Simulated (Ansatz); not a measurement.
# BClH3NO: the cost of one run

All numbers below are computed with Ansatz 0.2.0 (RKS revPBE-D4/def2-SVP).

## 1. The starting structure

Bond lengths: B1–N2 1.550 Å, N2–H3 1.060 Å, N2–H4 1.060 Å, B1–Cl5 1.860 Å, B1–O6 1.410 Å, O6–H7 1.010 Å. Angles: B1–N2–H3 120.0°, B1–N2–H4 120.0°, H3–N2–H4 120.0°, N2–B1–Cl5 120.0°, N2–B1–O6 120.0°, Cl5–B1–O6 120.0°, B1–O6–H7 109.5°.

As a file:

```xyz
7

B     0.0000    0.0000    0.0000
N     0.0000    0.0000    1.5500
H    -0.8770   -0.2713    2.0800
H     0.8770    0.2713    2.0800
Cl    1.6108    0.0000   -0.9300
O    -1.2211    0.0000   -0.7050
H    -1.7308   -0.8467   -0.4965
```

## 2. Preparing the start

input.yaml reads:

```yaml
crystal:
  periodic: [false, false, false]
  atoms:
    - { symbol: B, position_ang: [0.0, 0.0, 0.0] }
    - { symbol: "N", position_ang: [0.0, 0.0, 1.55] }
    - { symbol: H, position_ang: [-0.877, -0.2713, 2.08] }
    - { symbol: H, position_ang: [0.877, 0.2713, 2.08] }
    - { symbol: Cl, position_ang: [1.6108, 0.0, -0.93] }
    - { symbol: O, position_ang: [-1.2211, 0.0, -0.705] }
    - { symbol: H, position_ang: [-1.7308, -0.8467, -0.4965] }
basis:
  gaussian: { orbitals: def2-SVP }
hamiltonian:
  xc: revpbe
  dispersion: d4
relax:
  f_tol: 0.02
  max_steps: 40
```

Launch:

```console
$ ansatz run input.yaml --threads 1 --pin off --max-ram 2048MiB --backend cpu --events-out ev --progress --plain --runs-dir out
```

Q: Estimate wall time and peak memory on 1 thread of Arm Neoverse V1, shared host.

About 19 s, with a peak of 0.14 GiB.
